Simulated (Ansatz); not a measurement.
This script makes a table of relaxed lattice constants and trends of a series on the Fe3Al structure: YNb3, ZrNb3, Nb3Ru, Nb3Cd with the Ansatz DFT code, driven from Python.

Script `ynb3.py`:
```python
# -*- coding: utf-8 -*-
import ansatz as az
import numpy as np
from tabulate import tabulate


def fe3al(a_site, b_site, a):
    return (
        az.Lattice.fcc(a)
        .space_group(225)
        .atom(a_site, [0, 0, 0])
        .atom(b_site, [0.5, 0.5, 0.5])
        .atom(b_site, [0.25, 0.25, 0.25])
        .primitive()
    )


def ground_state(name, crystal, relax=True):
    calc = (
        crystal.calculation()
        .functional("r2scan")
        .basis(620)
        .kpoints(spacing=0.33)
        .occupations("fermi_dirac", width=0.05)
        .stress()
        .band_table()
    )
    if relax:
        calc = calc.relax(force_tolerance=0.03, max_steps=40, cell=True)
    return calc.run(threads=1, backend="cpu")

def bulk_modulus(name, outcome, step=0.01):
    # B = -V dP/dV from the pressures of two uniformly scaled cells, atoms held at their fractions
    pressure = []
    for factor in (1 - step, 1.0, 1 + step):
        cell = az.Crystal(lattice=az.Lattice.of(outcome.lattice.cell_ang * factor ** (1 / 3)))
        for site in outcome.report["lattice"]["sites"]:
            cell = cell.atom(site["symbol"], site["position_frac"])
        pressure.append(np.trace(ground_state(name, cell, relax=False).report["stress_gpa"]) / 3)
    slope, bend = (pressure[0] - pressure[2]) / (2 * step), abs(pressure[0] + pressure[2] - 2 * pressure[1])
    # a jump of mesh or basis between the cells shows as a kink: no modulus then
    return float(slope) if bend < 12 * step**2 * abs(slope) + 0.15 and abs(pressure[1]) < 1.5 else float("nan")


def volume_per_atom(outcome):
    return abs(np.linalg.det(outcome.lattice.cell_ang)) / len(outcome.lattice.sites)

phases = {}
phases["YNb3"] = fe3al("Y", "Nb", 7.38)
phases["ZrNb3"] = fe3al("Zr", "Nb", 7.07)
phases["Nb3Ru"] = fe3al("Ru", "Nb", 6.46)
phases["Nb3Cd"] = fe3al("Cd", "Nb", 6.42)

done = {name: ground_state(name, crystal) for name, crystal in phases.items()}

rows = [(name, (4 * len(o.lattice.sites) * volume_per_atom(o)) ** (1 / 3), volume_per_atom(o), bulk_modulus(name, o)) for name, o in done.items()]
print(tabulate(rows, headers=["compound", "a (A)", "V (A^3/atom)", "B (GPa)"], floatfmt=".4f", tablefmt="psql"))
```

Rank the compounds by their relaxed volume per atom.

From smallest to largest: Nb3Ru (16.63 Å³), Nb3Cd (18.53 Å³), ZrNb3 (18.88 Å³) and YNb3 (20.23 Å³). The largest is 22 % above the smallest.

What the script printed:

Output of `python ynb3.py`:
```text
+------------+---------+----------------+-----------+
| compound   |   a (A) |   V (A^3/atom) |   B (GPa) |
|------------+---------+----------------+-----------|
| YNb3       |  6.8660 |        20.2301 |  117.1927 |
| ZrNb3      |  6.7099 |        18.8809 |  147.7836 |
| Nb3Ru      |  6.4315 |        16.6270 |  216.8278 |
| Nb3Cd      |  6.6678 |        18.5278 |  159.1126 |
+------------+---------+----------------+-----------+
```

The run is spin-unpolarised. For the metals among these phases the mesh is modest: differences between phases can be off by up to 40 meV an atom. The bulk modulus is taken at fixed shape and positions, an upper value where these are free. Pressure is positive in compression. The cells are built on a prototype by substitution; a member may or may not take this structure in nature. Hardware and time: 3.9 min on 1 thread of Arm Neoverse V1 (shared host), peak memory 0.88 GiB.

(A comment or docstring line of the script was reworded after the run, the code is as it ran; lines on the test bed's own set-up are left out of the output.)
